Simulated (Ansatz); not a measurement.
# Si₄: small, medium and large basis sets

An exercise on one series of results from a longer session: the logs are not shown, and one member is left open.

Method: one geometry, several basis sets; program: Ansatz 0.2.0, Gaussian basis.

The runs, in order: PBE0-D4/def2-SVP; ωB97M-V/def2-SVP; PBE0-D4/def2-QZVPP; ωB97M-V/def2-QZVPP; CCSD(T)/cc-pV(D+d)Z; CCSD(T)/cc-pV(T+d)Z; CCSD(T)/cc-pV(Q+d)Z; the functionals' def2-TZVPP values are taken from earlier runs.

**The geometry**

An earlier PBE0-D4 in a triple-zeta def2 set relaxation fixed the geometry.

4 atoms, charge 0, spin multiplicity 1.

Atoms are counted from 1 here; the program's logs count them from 0.

Bond lengths: Si1–Si2 2.306 Å, Si1–Si4 2.306 Å, Si2–Si3 2.306 Å, Si3–Si4 2.306 Å. Angles: Si2–Si1–Si4 62.5°, Si1–Si2–Si3 117.5°, Si2–Si3–Si4 62.5°, Si1–Si4–Si3 117.5°.

Coordinates:

```
Si    1.0675   -0.5019    1.5796
Si   -0.8603    0.4222    0.7155
Si   -1.0661    0.5047   -1.5796
Si    0.8589   -0.4250   -0.7155
```

Set-up of the first run:

Input file in.yaml:

```yaml
crystal:
  periodic: [false, false, false]
  atoms:
    - {symbol: Si, position_ang: [1.067466, -0.501881, 1.579597]}
    - {symbol: Si, position_ang: [-0.860313, 0.422166, 0.715518]}
    - {symbol: Si, position_ang: [-1.066093, 0.504722, -1.579622]}
    - {symbol: Si, position_ang: [0.858939, -0.424998, -0.715494]}
basis:
  gaussian: {orbitals: def2-SVP}
hamiltonian: {xc: pbe0, dispersion: d4}
output: {orbitals: {seedname: orbitals}}
```

The run is started by

```console
$ ansatz run in.yaml --threads 4 --pin off --events-out ev --progress --plain --max-ram 10444MiB
```

Steps of the session up to this table: PBE0-D4 in def2-SVP; ωB97M-V in def2-SVP; PBE0-D4 in def2-QZVPP; ωB97M-V in def2-QZVPP.

One table of the session follows, with a row left open; its other results are not shown here.

| functional | basis | HOMO (eV) | LUMO (eV) |
| --- | --- | --- | --- |
| PBE0-D4 | def2-SVP | -6.48 | -3.83 |
| PBE0-D4 | def2-TZVPP | ? | ? |
| PBE0-D4 | def2-QZVPP | -6.38 | -3.73 |
| ωB97M-V | def2-SVP | -8.20 | -1.91 |
| ωB97M-V | def2-TZVPP | -8.13 | -1.86 |
| ωB97M-V | def2-QZVPP | -8.15 | -1.89 |

Estimate the missing values for PBE0-D4, def2-TZVPP.

**Answer.** HOMO (eV): -6.37; LUMO (eV): -3.72. In the column «HOMO (eV)» it is the highest.
